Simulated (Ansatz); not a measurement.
Run this with the Python package of Ansatz (0.2.0) and show what comes out.

Script `vcrelax.py`:
```python
# -*- coding: utf-8 -*-
"""Relax cell and ions of LiMg."""

import warnings

import ansatz as az
from ase.data import atomic_numbers
import numpy as np
import spglib

def edges_and_angles(cell):
    cell = np.asarray(cell)
    a, b, c = np.linalg.norm(cell, axis=1)
    cosines = cell[1] @ cell[2] / (b * c), cell[0] @ cell[2] / (a * c), cell[0] @ cell[1] / (a * b)
    return (a, b, c, *np.degrees(np.arccos(cosines)))


def main():
    warnings.simplefilter("ignore", az.DeckWarning)

    system = (
        az.Lattice.from_parameters(3.378185, 3.378185, 3.55261, alpha=90.0, beta=90.0, gamma=90.0)
        .atom("Li", (0.0, 0.0, 0.0))
        .atom("Mg", (0.5, 0.5, 0.5))
    )

    # every cell quantity that the symmetry leaves free
    calculation = (
        system.calculation()
        .functional("lda")
        .pseudopotentials("paw")
        .kpoints(6, 6, 6, center="gamma")
        .occupations(az.OccupationsMethod.COLD, width=0.05)
        .relax(force_tolerance=0.01, cell=True)
    )
    steps = []


    def collect(event):
        if event["event"] == "relax_step":
            steps.append(event["data"])


    outcome = calculation.session().plan().execute(on_event=collect)
    summary = outcome.report
    for s in steps:
        flag = "" if s["accepted"] else "  (rejected)"
        print("step %2d  E = %.5f eV  largest force component = %.4f eV/A%s" % (s["step"], s["lagrangian_ev"], s["allowed_force_max_ev_ang"], flag))

    first, last = steps[0], steps[-1]
    symbols = [site.symbol for site in outcome.lattice.sites]
    print(f"energy gained {first['lagrangian_ev'] - last['lagrangian_ev']:.4f} eV in {len(steps) - 1} steps")
    for label, vectors in (("before", first["cell_ang"]), ("after", outcome.lattice.cell_ang)):
        print(label, "a b c (A) {:.4f} {:.4f} {:.4f}  angles {:.2f} {:.2f} {:.2f}".format(*edges_and_angles(vectors)), f" V = {abs(np.linalg.det(vectors)):.3f} A^3")
    print("final stress xx yy zz (GPa, compression positive):", np.round(np.diag(summary["stress_gpa"]), 3) + 0.0)

    fractions = [site.position_frac for site in outcome.lattice.sites]
    numbers = [atomic_numbers[s] for s in symbols]
    for tolerance in (1e-3, 1e-2, 1e-1):
        print(f"space group at {tolerance} A:", spglib.get_spacegroup((outcome.lattice.cell_ang, fractions, numbers), symprec=tolerance))

    print("atom   start x y z (A)              end x y z (A)")
    for symbol, a, b in zip(symbols, first["positions_ang"], last["positions_ang"]):
        print(f"{symbol:3s}", " ".join(f"{v:8.4f}" for v in a), "  ", " ".join(f"{v:8.4f}" for v in b))

    print("%-22s %14.5f eV" % ("F = E - TS", summary["free_energy_ev"]))
    print("%-22s %14.5f eV" % ("E", summary["internal_energy_ev"]))
    print("%-22s %14.5f eV" % ("Harris-Foulkes", summary["harris_foulkes_ev"]))
    print("%-22s %14.5f eV" % ("Fermi level", summary["fermi_energy_ev"]))


if __name__ == "__main__":
    main()
```

Output of `python vcrelax.py`:
```text
step  1  E = -2103.32514 eV  largest force component = 0.0000 eV/A
step  2  E = -2103.35018 eV  largest force component = 0.0000 eV/A
step  3  E = -2103.35458 eV  largest force component = 0.0000 eV/A
step  4  E = -2103.35726 eV  largest force component = 0.0000 eV/A
step  5  E = -2103.35906 eV  largest force component = 0.0000 eV/A
step  6  E = -2103.36965 eV  largest force component = 0.0000 eV/A
step  7  E = -2103.36341 eV  largest force component = 0.0000 eV/A  (rejected)
step  8  E = -2103.36217 eV  largest force component = 0.0000 eV/A  (rejected)
step  9  E = -2103.37145 eV  largest force component = 0.0000 eV/A
step 10  E = -2103.37159 eV  largest force component = 0.0000 eV/A
step 11  E = -2103.37168 eV  largest force component = 0.0000 eV/A
energy gained 0.0465 eV in 10 steps
before a b c (A) 3.3782 3.3782 3.5526  angles 90.00 90.00 90.00  V = 40.543 A^3
after a b c (A) 3.1292 3.1292 3.9255  angles 90.00 90.00 90.00  V = 38.439 A^3
final stress xx yy zz (GPa, compression positive): [-0.023 -0.023  0.041]
space group at 0.001 A: P4/mmm (123)
space group at 0.01 A: P4/mmm (123)
space group at 0.1 A: P4/mmm (123)
atom   start x y z (A)              end x y z (A)
Li    0.0000   0.0000   0.0000     -0.0000   0.0000  -0.0000
Mg    1.6891   1.6891   1.7763      1.5646   1.5646   1.9628
F = E - TS                -2103.37168 eV
E                         -2103.37131 eV
Harris-Foulkes            -2103.37168 eV
Fermi level                   3.95811 eV
```

Total energies depend on the potentials; only differences at equal settings carry meaning. A total without «per atom» is that of the cell as typed. Forces vanish by symmetry, so the ions can't move, and the end may be a saddle. For a metal this k-point mesh is coarse: on a finer one energies can move by several to tens of meV an atom and pressures by half a GPa or more, differences at one mesh by less. Only differences from the Fermi energy are physical; the zero of the scale is a convention. Energies along a relaxation are free energies. Rows at an unchanged volume are solved on a plane-wave basis chosen afresh for that cell, so the energy jumps there and such rows are no steps of the walk. This cell is a computed structure, which may not be the phase found in nature. The whole script took 8.5 s on 1 thread of Arm Neoverse V2, on a shared host, peak memory 0.36 GiB.

(A comment or docstring line of the script was reworded after the run, the code is as it ran; lines on the test bed's own set-up are left out of the output.)
